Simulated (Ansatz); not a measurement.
**Li+ with SiH3Cl: structure and interaction energy**

An exercise on one series of results from a longer session: the logs are not shown, and one member is left open.

Computed with Ansatz 0.2.0, Gaussian basis. Level: PBE0-D4 structure, single points in def2-TZVPPD.

Levels: PBE-D4, revPBE-D4, BLYP-D4, r2SCAN-D4, B97M-V, PBE0-D4, B3LYP-D4, HSE06-D4, wB97X-V, wB97M-V, B2PLYP, Hartree-Fock, MP2, CCSD, CCSD(T). The reference is CCSD(T) extrapolated to the basis limit.

Correlated methods freeze the cores. The outer core shell of Li, Na, Mg and K is correlated. B3LYP uses VWN-RPA correlation. B2PLYP carries no dispersion term here.

163 further runs of the same task are left out: 163 set aside as unsound or not needed.

**The starting structure**

The pair, from a GFN2-xTB docking trial: 6 atoms, charge 1, spin multiplicity 1.

Atoms are counted from 1 here; the program's logs count them from 0.

Bond lengths: Li1–Cl3 2.096 Å, Si2–Cl3 2.121 Å, Si2–H4 1.458 Å, Si2–H5 1.455 Å, Si2–H6 1.456 Å. Angles: Cl3–Si2–H4 101.8°, Cl3–Si2–H5 100.7°, Cl3–Si2–H6 100.6°, H4–Si2–H5 116.4°, H4–Si2–H6 116.0°, H5–Si2–H6 116.9°, Li1–Cl3–Si2 179.2°.

Coordinates:

```
Li   -0.0618    0.1073   -3.2980
Si    0.0202   -0.0288    0.9163
Cl   -0.0359    0.0400   -1.2032
H    -1.2736    0.5449    1.2672
H     1.1879    0.7979    1.1829
H     0.1632   -1.4614    1.1347
```

Atoms 1 to 1 are fragment A (Li+), the rest fragment B (SiH3Cl).

Set-up of the first run:

Contents of pre/in.yaml:

```yaml
crystal:
  periodic: [false, false, false]
  atoms:
    - {symbol: Li, position_ang: [-0.061800, 0.107300, -3.298000]}
    - {symbol: Si, position_ang: [0.020200, -0.028800, 0.916300]}
    - {symbol: Cl, position_ang: [-0.035900, 0.040000, -1.203200]}
    - {symbol: H, position_ang: [-1.273600, 0.544900, 1.267200]}
    - {symbol: H, position_ang: [1.187900, 0.797900, 1.182900]}
    - {symbol: H, position_ang: [0.163200, -1.461400, 1.134700]}
basis:
  gaussian: {orbitals: def2-SVP}
total_charge: 1
hamiltonian: {xc: pbe, dispersion: d4}
relax: {f_tol: 0.03, max_steps: 250}
```

Command:

```bash
ansatz run in.yaml --threads 2 --pin off --events-out ev --progress --plain --max-ram 5222MiB
```

Among the steps run: A first relaxation in a small basis; Relaxation at PBE0-D4; wB97X-V/def2-TZVPPD; wB97M-V/def2-TZVPPD; B2PLYP/def2-TZVPPD; B97M-V/def2-TZVPPD; CCSD(T)/def2-TZVPPD; Vibrations of the pair.

One table of the session follows, with a row left open; its other results are not shown here.

```
      method  interaction (kcal/mol)
      PBE-D4                  -24.74
   revPBE-D4                  -24.02
     BLYP-D4                  -25.05
   r2SCAN-D4                  -22.74
      B97M-V                  -22.85
     PBE0-D4                  -24.87
    B3LYP-D4                  -25.34
    HSE06-D4                  -24.86
     wB97X-V                  -24.34
     wB97M-V                  -24.23
      B2PLYP                  -24.38
Hartree-Fock                  -23.62
         MP2                  -22.85
        CCSD                  -22.98
     CCSD(T)                  -22.73
 CCSD(T)/CBS                       ?
```

Q: Estimate the row for CCSD(T)/CBS from the others.

As computed: interaction (kcal/mol): -23.94. In the column «interaction (kcal/mol)» it lies between revPBE-D4 (-24.02) and Hartree-Fock (-23.62).

Among the levels timed on like hardware, those that no quicker one beats, quickest first: PBE-D4 (3.1 s, -0.80 kcal/mol); revPBE-D4 (3.2 s, -0.08 kcal/mol).

revPBE-D4 reaches 0.08 kcal/mol from the reference in 3.2 s; the quickest level in the cost chart, PBE-D4, takes 3.1 s and misses by 0.80 kcal/mol.

Caveats from the session: An imaginary mode remains, so this is not a true minimum. A lower arrangement may exist.
